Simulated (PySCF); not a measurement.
# Krypton: the same states on changed settings

One table from this session's results is given with a row withheld; the runs are named, their logs left out.

Program: PySCF 2.14.0. Level of theory: unrestricted determinants in a Gaussian basis, no spin-orbit coupling in the energies. These are calculated values, not measurements, unless marked.

## The system

* Element: krypton (Z = 36)
* Basis: x2c-SVPall
* Hamiltonian: scalar relativity by spin-free X2C-1e
* State 1: Kr⁺: [Ar] 3d10 4s2 4p5, 2P determinant
* State 2: Kr²⁺: [Ar] 3d10 4s2 4p4, high-spin 3P determinant
* Methods: UHF, M06-2X, BP86, MP2, CCSD(T)
* Core shells frozen in the correlated runs: valence: [Ar] 3d10 (for Kr⁺)

Outer shells as boxes (Hund's rule):

Kr+ [Ar] 3d10 4s2 4p5
```
[Ar] core
3d [↑↓][↑↓][↑↓][↑↓][↑↓]
4s [↑↓]
4p [↑↓][↑↓][↑ ]
```

Kr2+ [Ar] 3d10 4s2 4p4
```
[Ar] core
3d [↑↓][↑↓][↑↓][↑↓][↑↓]
4s [↑↓]
4p [↑↓][↑ ][↑ ]
```

The sound run (x2c-SVPall, scalar relativity by spin-free X2C-1e, symmetry-adapted start, fine grid, valence correlation) gave:

| species | method | energy (hartree) |
| --- | --- | --- |
| Kr⁺ | UHF | -2787.20387 |
| Kr⁺ | M06-2X | -2789.14674 |
| Kr⁺ | BP86 | -2789.35489 |
| Kr⁺ | MP2 (valence) | -2787.30440 |
| Kr⁺ | CCSD(T) (valence) | -2787.32022 |
| Kr²⁺ | UHF | -2786.34367 |
| Kr²⁺ | M06-2X | -2788.25073 |
| Kr²⁺ | BP86 | -2788.45027 |
| Kr²⁺ | MP2 (valence) | -2786.42276 |
| Kr²⁺ | CCSD(T) (valence) | -2786.43989 |

One driver process ran all states and methods and kept the integrals in memory. Each run is shown as a PySCF script that sums up its settings (the driver passes frozen orbitals as a list and adds second-order terms of double hybrids); the logs are those of the runs themselves.

Set-up of the first run:

The driver's launch:

```console
OMP_NUM_THREADS=1 python atomrun2.py TASK.json OUT
```

Input file input.py:

```python
from pyscf import gto, scf, dft, mp, cc
import basis_set_exchange as bse
mol = gto.M(atom="Kr 0 0 0", charge=1, spin=1, symmetry="D2h",
            basis=gto.basis.parse(bse.get_basis("x2c-SVPall", elements=["Kr"], fmt="nwchem", header=False)),
            nucmod="G")
mf = scf.UHF(mol).sfx2c1e()
mf.irrep_nelec = {'Ag': (6, 6), 'B1g': (1, 1), 'B2g': (1, 1), 'B3g': (1, 1), 'B1u': (3, 3), 'B2u': (3, 3), 'B3u': (3, 2)}
mf.init_guess = "sap"
mf.max_cycle = 50
mf.kernel()
```

Among the steps run: Changed run, Kr⁺; Changed run, Kr²⁺, method by method.

One of the session's tables, all rows but one given; the rest of the session is left out.

Ionisation energy of Kr⁺:

```
 method  sound run (eV)
    UHF               ?
 M06-2X          24.382
   BP86          24.616
    MP2          23.991
SCS-MP2          23.967
   CCSD          23.949
CCSD(T)          23.955
```

Q: Estimate the row for UHF from the others.

**Answer.** sound run (eV): 23.407. In the column «sound run (eV)» it is the lowest.
